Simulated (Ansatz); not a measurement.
# CH4ClInO: the cost of one run

The runs use Ansatz 0.2.0, Gaussian basis; the settings change from run to run.

**1. The geometry**

The geometry comes from an earlier relaxation with PBE0-D4 in a triple-zeta def2 set; it is a stationary point, not always the lowest conformer. In takes a core potential in def2 sets; no spin-orbit term is included.

SMILES `[CH3][In]([OH])[Cl]`, 8 atoms, charge 0, spin multiplicity 1.

Atoms are counted from 1 here; the program's logs count them from 0.

Bond lengths: C1–In2 2.131 Å, C1–H5 1.090 Å, C1–H6 1.088 Å, C1–H7 1.090 Å, In2–O3 1.978 Å, In2–Cl4 2.327 Å, O3–H8 0.960 Å. Angles: In2–C1–H5 109.7°, In2–C1–H6 109.0°, In2–C1–H7 109.3°, H5–C1–H6 110.0°, H5–C1–H7 109.1°, H6–C1–H7 109.7°, C1–In2–O3 129.7°, C1–In2–Cl4 122.2°, O3–In2–Cl4 108.1°, In2–O3–H8 113.3°.

**2. wB97M-V/x2c-TZVPPall**

Set apart from the defaults: finite nuclei, high accuracy.

The input, in.yaml:

```yaml
crystal:
  periodic: [false, false, false]
  atoms:
    - {symbol: C, position_ang: [-0.833041, 1.032146, -0.287220]}
    - {symbol: In, position_ang: [0.371291, -0.723100, -0.184716]}
    - {symbol: O, position_ang: [1.618191, -1.320046, 1.229958]}
    - {symbol: Cl, position_ang: [0.379756, -2.320194, -1.877445]}
    - {symbol: H, position_ang: [-0.213165, 1.913348, -0.123404]}
    - {symbol: H, position_ang: [-1.300939, 1.084189, -1.268415]}
    - {symbol: H, position_ang: [-1.601548, 0.988017, 0.484680]}
    - {symbol: H, position_ang: [1.671655, -0.711361, 1.970664]}
basis:
  gaussian: {orbitals: x2c-TZVPPall, nuclear_model: gaussian}
hamiltonian: {xc: {name: wB97M-V}}
accuracy: high
```

The run is started by

```bash
$ ansatz run in.yaml --threads 4 --pin off --events-out ev --progress --plain --max-ram 10444MiB
```

What time and memory should one allow on 4 threads of AMD EPYC 9R45, shared host?

About 19 s, with a peak of 1.9 GiB.
